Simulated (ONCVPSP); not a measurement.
# P: the cost of one run

Program: ONCVPSP 4.0.1.1 (patched build). Reference atom: PBE, scalar-relativistic, spherical and spin-unpolarised. All values are calculated.

**1. Starting point**

Typed settings, in words:

```json
{"element": "phosphorus (P, Z = 15)", "type": "optimised norm-conserving Vanderbilt (ONCV)", "frozen core": "[He]", "valence charge": "13", "reference configuration": "2s2 2p6 3s2 3p1 (charge +2)", "partial waves": "2s+3s: rc 0.85 bohr, ncon 4, nbas 9, qcut 14.5 1/bohr, 2 projectors; 2p+3p: rc 0.75 bohr, ncon 4, nbas 7, qcut 20.9 1/bohr, 2 projectors; d scattering state at 0.06 Ha: rc 0.90 bohr, ncon 4, nbas 7, qcut 12.7 1/bohr, 2 projectors, debl 3.8 Ha", "local potential": "polynomial inside 0.75 bohr (lpopt 5, dvloc0 -1 Ha)", "core correction": "Teter function, fcfact 4.25, rcfact 1"}
```

An earlier all-electron run gives the scale for the radii.

All-electron outer shells of the reference configuration (PBE, scalar-relativistic, ld1.x):

```csv
shell,level (eV),outermost node (bohr),outermost maximum (bohr)
1s,-2108.38,–,0.07
2s,-197.53,0.14,0.42
2p,-148.09,–,0.36
3s,-33.96,0.65,1.52
3p,-24.28,0.63,1.68
```

**2. Generation**

Input file P.dat:

```
# ATOM AND REFERENCE CONFIGURATION
# atsym  z   nc   nv     iexc    psfile
  P 15.00    1    4        4      upf
#
#   n    l    f
    1    0    2.00
    2    0    2.00
    2    1    6.00
    3    0    2.00
    3    1    1.00
#
# PSEUDOPOTENTIAL AND OPTIMIZATION
# lmax
    2
#
#   l,   rc,      ep,       ncon, nbas, qcut
    0    0.85    0.00    4    9   14.50
    1    0.75    0.00    4    7   20.90
    2    0.90    0.06    4    7   12.70
#
# LOCAL POTENTIAL
# lloc, lpopt,  rc(5),   dvloc0
    4    5    0.75   -1.00
#
# VANDERBILT-KLEINMAN-BYLANDER PROJECTORs
# l, nproj, debl
    0    2    1.40
    1    2    1.80
    2    2    3.80
#
# MODEL CORE CHARGE
# icmod, fcfact, rcfact
    3    4.25    1.00
#
# LOG DERIVATIVE ANALYSIS
# epsh1, epsh2, depsh
   -9.00    5.00    0.04
#
# OUTPUT GRID
# rlmax, drl
    6.00    0.01
#
# TEST CONFIGURATIONS
# ncnf
    4
# nvcnf
#   n    l    f
    4
    2    0    2.00
    2    1    6.00
    3    0    2.00
    3    1    3.00
#
    4
    2    0    2.00
    2    1    6.00
    3    0    2.00
    3    1    2.00
#
    4
    2    0    2.00
    2    1    6.00
    3    0    2.00
    3    1    0.00
#
    4
    2    0    2.00
    2    1    6.00
    3    0    2.00
    3    1    2.50
#
```

The run is started by

```
$ oncvpsp.x < P.dat > P.out
```

**Question.** How long does this run take on 1 thread of Neoverse-N1, shared host?

About 5.3 s.
